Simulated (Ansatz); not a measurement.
# RbBi3: the cost of one run

Method: DFT PBE, scalar-relativistic, plane waves, PAW, in Ansatz 0.2.0.

**1. The starting structure**

The structure is hexagonal, space group P6/mmm (No. 191). Conventional cell: a = 6.220 Å, b = 6.220 Å, c = 3.192 Å, α = 90.00°, β = 90.00°, γ = 120.00°. Rb (site symmetry 6/mmm) has 2 Rb at 3.19 Å and 12 Bi at 3.50 Å as nearest neighbours. Bi (site symmetry mmm) has 6 Bi at 3.11 to 3.19 Å and 4 Rb at 3.50 Å as nearest neighbours.

As a file:

```cif
data_structure
_symmetry_space_group_name_H-M 'P 1'
_symmetry_Int_Tables_number 1
_cell_length_a 6.2204
_cell_length_b 6.2204
_cell_length_c 3.1924
_cell_angle_alpha 90.000
_cell_angle_beta 90.000
_cell_angle_gamma 120.000
_cell_volume 106.98
loop_
_atom_site_label
_atom_site_type_symbol
_atom_site_fract_x
_atom_site_fract_y
_atom_site_fract_z
_atom_site_occupancy
Rb1 Rb 0.00000 0.00000 0.50000 1
Bi1 Bi 0.50000 0.00000 0.00000 1
Bi2 Bi 0.50000 0.50000 0.00000 1
Bi3 Bi 0.00000 0.50000 0.00000 1
```

The cell is invented: 6-connected net of one element, guests in its cages (P6/mmm, No. 191). The dimensions are guesses.

**2. The guess as it stands, on a coarse mesh**

input.yaml reads:

```yaml
crystal:
  lattice:
    - [6.22038911, 0.0, 0.0]
    - [-3.11019456, 5.38701499, 0.0]
    - [0.0, 0.0, 3.19241089]
  atoms:
    - { symbol: Rb, position: [0.0, 0.0, 0.5] }
    - { symbol: Bi, position: [0.5, 0.0, 0.0] }
    - { symbol: Bi, position: [0.5, 0.5, 0.0] }
    - { symbol: Bi, position: [0.0, 0.5, 0.0] }
basis:
  ecutwfc: 420
kpoints:
  mp_grid: { grid: [3, 3, 6] }
hamiltonian:
  xc: pbe
scf:
  occupations: { method: gaussian, width: 0.1 }
  lower_state_search: "off"
output:
  forces: true
  stress: true
  eigenvalues: true
```

Run with:

```bash
ansatz run input.yaml --threads 1 --pin off --max-ram 2048MiB --backend cpu --events-out ev --progress --plain --runs-dir out
```

**Question.** How long does this run take on 1 thread of AMD EPYC 7R43 (Zen 3), shared host, and how much memory does it need?

About 2.7 s, with a peak of 0.42 GiB.
